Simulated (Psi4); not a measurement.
**CHBClN (SMILES N#CBCl) at B3LYP/6-31G(d) (Cartesian functions)**

Aim: the vertical singlet–triplet gap of CHBClN at B3LYP/6-31G* (Cartesian functions), from 2 runs. 

Program for the calculation: Psi4 1.11.

1 further run of the same task is left out (set aside as unsound or not needed).

### 1 The structure to begin with

CHBClN has 5 atoms, charge 0, and is taken as a singlet. SMILES: `N#CBCl`. The coordinates come from a PBE0-D4/def2-TZVP relaxation.

Bond lengths: N1–C2 1.152 Å, C2–B3 1.528 Å, B3–Cl4 1.723 Å, B3–H5 1.187 Å. Angles: N1–C2–B3 178.6°, C2–B3–Cl4 119.2°, C2–B3–H5 120.7°, Cl4–B3–H5 120.1°.

### 2 Energy and forces at B3LYP/6-31G(d) (Cartesian functions)

run.py reads:

```python
import psi4

psi4.set_memory('1600 MB')
psi4.set_num_threads(1)
psi4.core.set_output_file('psi4.out', False)

mol = psi4.geometry("""
N      1.053200    -1.411100     1.218200
C      0.513400    -0.630900     0.564200
B     -0.176600     0.429700    -0.293300
Cl    -1.594500     0.005200    -1.176200
H      0.254400     1.533500    -0.354200
symmetry c1
no_reorient
no_com
""")

psi4.set_options({
    'basis': '6-31G*',
    'puream': False,
    'e_convergence': 1e-09,
    'd_convergence': 1e-08,
    'scf_type': 'pk',
    'dft_radial_points': 99,
    'dft_spherical_points': 590,
})

E = psi4.gradient("b3lyp")
print('gradient / Eh bohr^-1')
print(E.np.round(6))
for k, v in sorted(psi4.core.scalar_variables().items()):
    print(f'{k:45s} {v:18.10f}')
```

Command:

```sh
$ python run.py
```

psi4.out:

```text
[...]
  Running in c1 symmetry.
[...]
  Nuclear repulsion =  106.510896882930652
[...]
  Multiplicity = 1
[...]
  Nalpha       = 18
  Nbeta        = 18
[...]
    Number of basis functions: 66
[...]
   @RKS iter   1:  -578.40081235706862   -4.37060e-01   7.36708e-03 DIIS/ADIIS
[...]
   @RKS iter  12:  -578.52597757378362   -1.70530e-12   3.17601e-09 DIIS
[...]
    Orbital Energies [Eh]
    ---------------------
    Doubly Occupied:
       1A   -101.583028     2A    -14.368182     3A    -10.232398
       4A     -9.501716     5A     -7.262689     6A     -7.258689
       7A     -7.255423     8A     -6.858594     9A     -0.930041
      10A     -0.880115    11A     -0.616547    12A     -0.484363
      13A     -0.448168    14A     -0.396801    15A     -0.386746
      16A     -0.362545    17A     -0.356692    18A     -0.340448
[...]
  @RKS Final Energy:  -578.52597757378362
   => Energetics <=
    Nuclear Repulsion Energy =            106.5108968829306519
    One-Electron Energy =               -1005.1395642867730658
    Two-Electron Energy =                 356.3594800294580409
    DFT Exchange-Correlation Energy =     -36.2567901993991839
    Empirical Dispersion Energy =           0.0000000000000000
    VV10 Nonlocal Energy =                  0.0000000000000000
    Total Energy =                       -578.5259775737836208
[...]
 Multipole Moments:
 ------------------------------------------------------------------------------------
     Multipole            Electronic (a.u.)      Nuclear  (a.u.)        Total (a.u.)
 ------------------------------------------------------------------------------------
 L = 1.  Multiply by 2.5417464519 to convert [e a0] to [Debye]
 Dipole X            :         32.3181913          -32.6588138           -0.3406226
 Dipole Y            :         19.3902493          -18.6944936            0.6957557
 Dipole Z            :         18.2335529          -18.7149027           -0.4813498
 Magnitude           :                                                    0.9120292
[...]
  -Total Gradient:
     Atom            X                  Y                   Z
    ------   -----------------  -----------------  -----------------
       1       -0.013506465413     0.019475500471    -0.016350361161
       2        0.011676946695    -0.018481875092     0.014689091463
       3       -0.006658315797    -0.002439197336    -0.003987054895
       4        0.008263467203     0.001402806138     0.005504413343
       5        0.000227662919     0.000032623518     0.000149711111
[...]
```

On the terminal:

```text
gradient / Eh bohr^-1
[[-1.3506e-02  1.9476e-02 -1.6350e-02]
 [ 1.1677e-02 -1.8482e-02  1.4689e-02]
 [-6.6580e-03 -2.4390e-03 -3.9870e-03]
 [ 8.2630e-03  1.4030e-03  5.5040e-03]
 [ 2.2800e-04  3.3000e-05  1.5000e-04]]
CURRENT ENERGY                                   -578.5259775738
CURRENT REFERENCE ENERGY                         -578.5259775738
DD SOLVATION ENERGY                                 0.0000000000
DFT FUNCTIONAL TOTAL ENERGY                      -578.5259775738
DFT TOTAL ENERGY                                 -578.5259775738
DFT VV10 ENERGY                                     0.0000000000
DFT XC ENERGY                                     -36.2567901994
GRID ELECTRONS ALPHA                               18.0000000849
GRID ELECTRONS BETA                                18.0000000849
GRID ELECTRONS TOTAL                               36.0000001699
NUCLEAR REPULSION ENERGY                          106.5108968829
ONE-ELECTRON ENERGY                             -1005.1395642868
PCM POLARIZATION ENERGY                             0.0000000000
PE ENERGY                                           0.0000000000
SCF ITERATION ENERGY                             -578.5259775738
SCF ITERATIONS                                     12.0000000000
SCF TOTAL ENERGY                                 -578.5259775738
TWO-ELECTRON ENERGY                               356.3594800295
XC GRID RADIAL POINTS                              99.0000000000
XC GRID SPHERICAL POINTS                          590.0000000000
XC GRID TOTAL POINTS                           273258.0000000000
```

Wall time 7.2 s (1 thread of Intel Xeon 6975P-C (Granite Rapids), shared host); peak memory 0.69 GiB.

### 3 The triplet at the same level

job.in reads:

```
memory 1600 mb

molecule molecule1 {
  0 3
  N      1.053200    -1.411100     1.218200
  C      0.513400    -0.630900     0.564200
  B     -0.176600     0.429700    -0.293300
  Cl    -1.594500     0.005200    -1.176200
  H      0.254400     1.533500    -0.354200
  symmetry c1
  no_reorient
  no_com
}

set {
  basis                6-31G*
  reference            uks
  puream               false
  e_convergence        1e-09
  d_convergence        1e-08
  scf_type             pk
  dft_radial_points    99
  dft_spherical_points 590
  maxiter              200
}

E, wfn = gradient('b3lyp', return_wfn=True)
oeprop(wfn, 'DIPOLE', 'MAYER_INDICES', 'QUADRUPOLE', title='B3LYP')
```

Command:

```sh
$ psi4 job.in job.out -n 1
```

job.out, shortened:

```text
[...]
  Running in c1 symmetry.
[...]
  Nuclear repulsion =  106.510896882930652
[...]
  Multiplicity = 3
[...]
  Nalpha       = 19
  Nbeta        = 17
[...]
    Number of basis functions: 66
[...]
   @UKS iter   1:  -578.04051595865997   -7.67632e-02   1.04351e-02 ADIIS/DIIS
[...]
   @UKS iter  19:  -578.35732497291428   -1.93268e-12   9.58032e-09 DIIS
[...]
   @S^2 Observed:                2.011959602E+00
[...]
  @UKS Final Energy:  -578.35732497291428
   => Energetics <=
    Nuclear Repulsion Energy =            106.5108968829306519
    One-Electron Energy =               -1004.6976758226533093
    Two-Electron Energy =                 356.0544494359161831
    DFT Exchange-Correlation Energy =     -36.2249954691077889
    Empirical Dispersion Energy =           0.0000000000000000
    VV10 Nonlocal Energy =                  0.0000000000000000
    Total Energy =                       -578.3573249729141708
[...]
  -Total Gradient:
     Atom            X                  Y                   Z
    ------   -----------------  -----------------  -----------------
       1       -0.036167822727     0.057638563199    -0.045635529565
       2        0.031678807280    -0.082023594317     0.050624849418
       3       -0.011511883469     0.046129083386    -0.023915615245
       4        0.023010582769    -0.005715667099     0.018584757678
       5       -0.007006305162    -0.016038464403     0.000347376195
[...]
 Multipole Moments:
 ------------------------------------------------------------------------------------
     Multipole            Electronic (a.u.)      Nuclear  (a.u.)        Total (a.u.)
 ------------------------------------------------------------------------------------
 L = 1.  Multiply by 2.5417464519 to convert [e a0] to [Debye]
 Dipole X            :         32.0932941          -32.6588138           -0.5655197
 Dipole Y            :         19.4307002          -18.6944936            0.7362066
 Dipole Z            :         18.0570143          -18.7149027           -0.6578884
 Magnitude           :                                                    1.1378180
 L = 2.  Multiply by 1.3450342976 to convert [e a0^2] to [Debye ang]
 Quadrupole XX       :       -210.0843214          188.5095861          -21.5747353
 Quadrupole XY       :         46.6015866          -44.5557277            2.0458589
[...]
```

It took 14 s on 1 thread of Intel Xeon 6975P-C (Granite Rapids), shared host; peak memory 0.69 GiB.

### 4 Results

At B3LYP/6-31G* (Cartesian functions):

```
                                        quantity          value
                           singlet: total energy  -578.52598 Eh
                          singlet: dipole moment         2.32 D
                            singlet: HOMO energy       -9.26 eV
                            singlet: LUMO energy       -3.15 eV
                          singlet: HOMO–LUMO gap        6.11 eV
               singlet: largest force on an atom     1.481 eV/Å
                           triplet: total energy  -578.35732 Eh
                          triplet: dipole moment         2.89 D
     triplet: HOMO energy (highest over α and β)       -4.87 eV
                                   triplet: ⟨S²⟩          2.012
               triplet: largest force on an atom     5.217 eV/Å
vertical energy of the triplet above the singlet       4.589 eV
```

At this shape the triplet lies 4.59 eV (443 kJ/mol) above the singlet. The largest force (singlet) is 1.48 eV/Å: the shape isn't a stationary point for this species at this level.
